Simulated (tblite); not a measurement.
# C4H14FNSi3: the cost of one run

Programs: tblite 0.8.0 and PySCF 2.14.0, with density-fitted response routines of our own. Each step states its level of theory. These are calculated values for one molecule in the gas phase, unless marked as measured. Atoms count from 0, in the outputs and in this text.

### Step 1. Starting geometry

23 atoms, charge 0, multiplicity 1; geometry from: force field or distance geometry start.

Bonds of the start (Å): C0–C1 1.50, C1–C2 1.53, C2–Si3 1.86, Si3–Si4 2.24, Si4–N5 1.75, N5–Si6 1.77, Si4–C7 1.84, C7–F8 1.39, C7–C2 1.50, C0–H9 1.09, C0–H10 1.12, C0–H11 1.12, C1–H12 1.10, C1–H13 1.11, C2–H14 1.13, Si3–H15 1.47, Si3–H16 1.44, Si4–H17 1.45, N5–H18 1.06, Si6–H19 1.44, Si6–H20 1.48, Si6–H21 1.48, C7–H22 1.13.

### Step 2. Optimising the geometry with GFN2-xTB

What the job is given:

```
{"job": {"kind": "relax", "xc": "GFN2-xTB", "basis": "xTB"}, "charge": 0, "multiplicity": 1}
C     -3.386300     0.399300    -0.050600
C     -2.482700    -0.793800    -0.173200
C     -1.141400    -0.359300     0.419100
Si    -0.497800     1.089000    -0.559200
Si     1.362900    -0.151800    -0.448500
N      2.437800     0.569700     0.726400
Si     4.161800     0.206900     0.549500
C      0.032200    -1.254500     0.174000
F     -0.214500    -2.287400    -0.722800
H     -4.025900     0.472200    -0.932900
H     -2.731500     1.304800     0.028300
H     -3.973500     0.314500     0.899000
H     -2.405000    -1.084200    -1.235700
H     -2.916300    -1.646000     0.383900
H     -1.326900    -0.128600     1.510900
H     -0.456900     2.294200     0.283500
H     -1.052000     1.317000    -1.872400
H      1.914600    -0.599600    -1.709700
H      2.335900     1.626500     0.672900
H      4.617400    -0.057200    -0.790600
H      4.468500    -0.885800     1.503200
H      4.904500     1.391900     1.022700
H      0.370300    -1.711000     1.151000
```

Run with:

```
> OMP_NUM_THREADS=1 python probes_run.py task.json out
```

One launch serves the whole session: the jobs run in the order shown.

Q: Estimate the wall time and peak memory of this first job on 1 thread of Arm Neoverse N1, shared host.

About 3.2 s, with a peak of 0.18 GiB.
